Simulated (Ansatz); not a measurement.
# SiOF3 radical: how energies converge with the basis set

Aim: see how fast density functionals converge with the basis set for SiOF3 radical.

Computed with Ansatz 0.2.0, Gaussian basis. Level: one geometry, several basis sets.

Plan: PBE0-D4/def2-SVP; ωB97M-V/def2-SVP; PBE0-D4/def2-QZVPP; ωB97M-V/def2-QZVPP; the functionals' def2-TZVPP values are taken from earlier runs.

## (1) The relaxed structure

The geometry comes from an earlier relaxation with PBE0-D4 in a triple-zeta def2 set; it is a stationary point.

5 atoms, charge 0, spin multiplicity 2.

Atoms are counted from 1 here; the program's logs count them from 0.

Bond lengths: O1–Si2 1.650 Å, Si2–F3 1.565 Å, Si2–F4 1.564 Å, Si2–F5 1.565 Å. Angles: O1–Si2–F3 111.7°, O1–Si2–F4 105.6°, O1–Si2–F5 111.4°, F3–Si2–F4 110.3°, F3–Si2–F5 107.4°, F4–Si2–F5 110.5°.

## (2) PBE0-D4 in def2-SVP

Contents of in.yaml:

```yaml
crystal:
  periodic: [false, false, false]
  atoms:
    - {symbol: O, position_ang: [1.086960, 1.214228, -0.016213]}
    - {symbol: Si, position_ang: [-0.007537, -0.020201, -0.003186]}
    - {symbol: F, position_ang: [-1.326124, 0.366238, -0.752381]}
    - {symbol: F, position_ang: [0.697250, -1.214273, -0.727618]}
    - {symbol: F, position_ang: [-0.400548, -0.419592, 1.457998]}
basis:
  gaussian: {orbitals: def2-SVP}
magnetization: {spin_polarized: true, initial_magnetization: 1}
hamiltonian: {xc: pbe0, dispersion: d4}
output: {orbitals: {seedname: orbitals}}
```

Run with:

```
$ ansatz run in.yaml --threads 4 --pin off --events-out ev --progress --plain --max-ram 10444MiB
```

After this run come: ωB97M-V in def2-SVP; PBE0-D4 in def2-QZVPP; ωB97M-V in def2-QZVPP.

Q: Predict the results of all the runs planned. Wanted: PBE0-D4: double and triple zeta above quadruple; ωB97M-V: double and triple zeta above quadruple.

**Answer**, as computed:

```
                                       quantity           value
PBE0-D4: double and triple zeta above quadruple  17.20, 0.87 eV
ωB97M-V: double and triple zeta above quadruple  17.36, 0.81 eV
```

**Reading.** PBE0-D4 gains 16.34 eV from double to triple zeta, then 0.87 eV more. Total energies overstate the basis error of differences, where much of it tends to cancel.
